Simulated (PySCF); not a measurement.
# CH5GaO: the cost of one run

Computed with PySCF 2.14.0, with density-fitted response routines of our own, on a single molecule in the gas phase. Atoms count from 0, in the outputs and in this text.

## Step 1: Starting geometry

8 atoms, charge 0, multiplicity 1; geometry from: GFN2-xTB. The atoms were then displaced at random by about 0.01 Å, so the start is not that level's minimum.

Bonds of the start (Å): C0–O1 1.39, O1–Ga2 1.68, C0–H3 1.11, C0–H4 1.08, C0–H5 1.09, Ga2–H6 1.56, Ga2–H7 1.57.

## Step 2: Geometry optimisation at PBE0-D3(BJ)/def2-SVP

Job settings and geometry (Å):

```
{"job": {"xc": "PBE0", "basis": "def2-SVP", "d3": "d3bj", "grid": 1, "shake": 0.01, "kind": "geom"}, "charge": 0, "multiplicity": 1}
C     -1.326930    -0.214650    -0.181440
O      0.048080    -0.122430    -0.004780
Ga     1.672950     0.247040     0.217000
H     -1.770200     0.798960    -0.080140
H     -1.780570    -0.870560     0.547290
H     -1.568630    -0.570090    -1.186500
H      2.585980    -1.010600     0.304060
H      2.194450     1.723200     0.332040
```

Launch:

```bash
> OMP_NUM_THREADS=1 python probes_run.py task.json out
```

The driver reads the jobs from task.json and runs them one after another.

Q: Estimate the wall time and peak memory of this first job on 1 thread of Arm Neoverse V1, shared host.

About 22 s, with a peak of 0.36 GiB.
